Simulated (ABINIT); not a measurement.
Wanted: an ASE script for an ABINIT 10.8.3 (patched build) run.

```yaml
Task: relaxation of cell and atoms
Functional: PBE
Dispersion: D3(BJ)
Potentials_or_basis: JTH PAW PBE v2.0
Cutoff: 435 eV
k_mesh: 8 × 8 × 7
Occupations: fermi-dirac, width 0.05 eV
Spin: no spin polarisation
Cutoff_smearing_ecutsm_Ha: 0.5
Optimiser: LBFGS
Force_threshold_eV/Å: 0.05
Dispersion_computed_by: simple-dftd3 1.7.0
Fine-grid_cutoff: 870.764 eV
```

Crystal: NbTe.

```
Te Nb
1.0
     3.70297    0.00000    0.00000
    -1.85149    3.20687    0.00000
     0.00000    0.00000    3.69421
Te Nb
1 1
Direct
  0.66667 0.33333 0.00000
  0.00000 0.00000 0.50000
```

The cell comes from a database or a generator and needn't be the stable form of this composition.

These files were run (other wordings do the same):

run.py

```python
import json, os
import numpy as np
from ase.constraints import FixSymmetry
from ase.optimize import LBFGS
from ase.filters import FrechetCellFilter
from ase.units import GPa
from ase.calculators.mixing import SumCalculator
from dftd3.ase import DFTD3
from ase.calculators.abinit import Abinit, AbinitProfile
from ase import Atoms

atoms = Atoms(['Te', 'Nb'],
              cell=[[3.7029743866, 0.0, 0.0], [-1.8514871933, 3.2068698884, 0.0], [0.0, 0.0, 3.694211]],
              scaled_positions=[[0.6666666667, 0.3333333333, 0.0], [0.0, 0.0, 0.5]],
              pbc=True)

profile = AbinitProfile(command='abinit', pp_paths=[os.path.abspath('pseudos')])
params = dict(
    pps='pawxml', xc='PBE',
    chksymtnons=0,
    tolsym=1e-05,
    ecut=435.3822,
    pawecutdg=870.7644,
    pawxcdev=0,
    kptopt=1,
    ngkpt=[8, 8, 7],
    nshiftk=1,
    shiftk=[0.0, 0.0, 0.0],
    ixc=11,
    nband=14,
    occopt=3,
    tsmear=0.05,
    nstep=100,
    tolvrs=1e-09,
    prtwf=0,
    prtden=0,
    ecutsm=0.5,
)

atoms.calc = SumCalculator([Abinit(profile=profile, directory='run', **params), DFTD3(method='pbe', damping='d3bj')])
atoms.set_constraint(FixSymmetry(atoms, symprec=1e-4))
opt = LBFGS(FrechetCellFilter(atoms), trajectory='opt.traj')
converged = opt.run(fmax=0.05, steps=30)
print('converged', converged)
print('cell (A)', np.round(atoms.cell[:], 5).tolist())
energy = atoms.get_potential_energy()
forces = atoms.get_forces()
stress = atoms.get_stress()
print(f'energy {energy:.6f} eV')
print('forces (eV/A)')
print(np.round(forces, 5))
print('stress (GPa, Voigt, tension positive)', np.round(stress / GPa, 4))
json.dump(dict(energy=energy, forces=forces.tolist(), stress=stress.tolist(), cell=atoms.cell.tolist(), frac=atoms.get_scaled_positions(wrap=False).tolist()), open('results.json', 'w'))
```

Potentials or basis: JTH PAW PBE v2.0.

The run is started by

```sh
$ python run.py
```

Results of the run:

The relaxed volume is 21.09 Å³/atom. The relaxed cell is a = 3.633 Å, b = 3.633 Å, c = 3.691 Å, α = 90.00°, β = 90.00°, γ = 120.00°. The space group after relaxing (to 0.05 Å) is P-6m2 (No. 187) and the energy gained by relaxing is 13.6 meV/atom. The ionic steps are 5 and the pressure after relaxing is -0.1 GPa. The band gap on the k mesh is none (metal or under the smearing width) and the valence electrons inside the program's atomic spheres are Te 3.24; Nb 10.21. The dispersion energy per atom is -0.661 eV.

Caveat: the log and the count of SCF iterations are those of the last ABINIT call alone; pairwise dispersion overbinds metals, which lowers pressure and volume.

It took 80 s on 1 thread of Arm Neoverse V1 (shared host), peak memory 0.09 GiB.
